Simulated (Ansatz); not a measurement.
# U-r2SCAN/STO-3G run of GeH2Cl (SMILES [Cl][GeH2])

Aim: the energy change on altering one bond length of GeH2Cl at U-r2SCAN/STO-3G, from 2 runs. 

Program for the calculation: Ansatz 0.2.0.

57 further runs of the same task are left out: 6 that didn't finish, 51 set aside as unsound or not needed.

## (1) The molecule

GeH2Cl has 4 atoms, charge 0, and is taken as a doublet. SMILES: `[Cl][GeH2]`. Geometry: relaxed at PBE0-D4/def2-TZVP.

Bond lengths: Cl1–Ge2 2.156 Å, Ge2–H3 1.546 Å, Ge2–H4 1.546 Å. Angles: Cl1–Ge2–H3 106.8°, Cl1–Ge2–H4 106.8°, H3–Ge2–H4 112.3°.

## (2) The energy at U-r2SCAN/STO-3G

Input file job.yaml:

```yaml
crystal:
  periodic: [false, false, false]
  atoms:
    - {symbol: Cl, position_ang: [-1.562900, 0.305200, 0.993500]}
    - {symbol: Ge, position_ang: [0.106700, -0.451100, -0.141600]}
    - {symbol: H, position_ang: [0.072700, 0.259600, -1.514200]}
    - {symbol: H, position_ang: [1.383400, -0.113700, 0.662300]}
basis:
  gaussian:
    orbitals: STO-3G
magnetization:
  spin_polarized: true
  initial_magnetization: 1
hamiltonian:
  xc: r2scan
accuracy: high
```

Started as:

```sh
$ ansatz run job.yaml --threads 1 --pin off --max-ram 2610MiB --events-out events.jsonl --progress --plain --runs-dir runs
```

Log:

```text
Warning: RAYON_NUM_THREADS=1 ignored (pool sized by the plan → 1); use --threads N
Functional definition: r2SCAN
  name "r2SCAN"
  parameter k0 = 0.174
  parameter k1 = 0.065
  parameter a1 = 4.9479
  exchange = r2scan_x(k0 = k0, k1 = k1, a1 = a1)
  correlation = r2scan_c
426 factors; integrals over basis functions are off by at most 4.7e-9 eV
mean field evaluation 1: about -68241.1523 eV, gradient 9.2e1 eV
mean field evaluation 2: about -68249.7414 eV, gradient 5.4e1 eV
mean field evaluation 4: about -68286.5873 eV, gradient 2.1e0 eV
mean field evaluation 8: about -68286.6455 eV, gradient 3.9e-2 eV
mean field evaluation 16: about -68286.6455 eV, gradient 1.2e-5 eV
mean field -68286.64550661 eV, -2509.4879360173 hartree, gradient 5.1e-8 eV, S^2 0.751403; 0 other end points of the search recorded, 0 dependent functions left out
reference -68286.64550732 eV, -2509.4879360432 hartree; 26, 25 occupied and 3, 4 virtual orbitals, 426 factors
Total energy: -68286.64550732 eV, -2509.4879360432 hartree
```

Run time: 7.2 s. Hardware: 1 thread of Arm Neoverse V1, shared host; peak memory 0.23 GiB.

## (3) The distorted shape

Input file molecule.yaml:

```yaml
crystal:
  periodic: [false, false, false]
  atoms:
    - {symbol: Cl, position_ang: [-1.554399, 0.127510, 1.336679]}
    - {symbol: Ge, position_ang: [0.115201, -0.628790, 0.201579]}
    - {symbol: H, position_ang: [0.072700, 0.259600, -1.514200]}
    - {symbol: H, position_ang: [1.391901, -0.291390, 1.005479]}
basis:
  gaussian:
    orbitals: STO-3G
magnetization:
  spin_polarized: true
  initial_magnetization: 1
hamiltonian:
  xc: r2scan
accuracy: high
```

Started as:

```sh
$ ansatz run molecule.yaml --threads 1 --pin off --max-ram 2610MiB --events-out events.jsonl --progress --plain --runs-dir runs
```

Log, shortened:

```text
Warning: RAYON_NUM_THREADS=1 ignored (pool sized by the plan → 1); use --threads N
[... 7 set-up lines as earlier in the session ...]
423 factors; integrals over basis functions are off by at most 1.0e-8 eV
mean field evaluation 1: about -68204.7418 eV, gradient 1.4e2 eV
mean field evaluation 2: about -68229.8399 eV, gradient 5.8e1 eV
mean field evaluation 4: about -68282.6598 eV, gradient 1.5e1 eV
mean field evaluation 8: about -68285.3126 eV, gradient 2.6e-1 eV
mean field evaluation 16: about -68285.2767 eV, gradient 1.2e-4 eV
mean field -68285.27674344 eV, -2509.4376348986 hartree, gradient 9.8e-8 eV, S^2 0.751407; 0 other end points of the search recorded, 0 dependent functions left out
reference -68285.27674419 eV, -2509.4376349261 hartree; 26, 25 occupied and 3, 4 virtual orbitals, 423 factors
Total energy: -68285.27674419 eV, -2509.4376349261 hartree
```

It took 6.9 s on 1 thread of Arm Neoverse V1, shared host; peak memory 0.23 GiB.

## (4) What came out

Level: U-r2SCAN/STO-3G.

```
                                                          quantity           value
                                         first shape: total energy  -2509.48794 Eh
                                                 first shape: ⟨S²⟩           0.751
                                     distorted shape: total energy  -2509.43763 Eh
                                             distorted shape: ⟨S²⟩           0.751
energy change with the Ge2–H3 bond stretched from 1.546 to 1.933 Å        1.369 eV
```

What this shows: With the Ge2–H3 bond stretched from 1.546 to 1.933 Å the energy rises by 1.37 eV (132 kJ/mol). The first shape isn't relaxed at this level, so the change isn't measured from a minimum. The minimal basis adds a large error of its own.
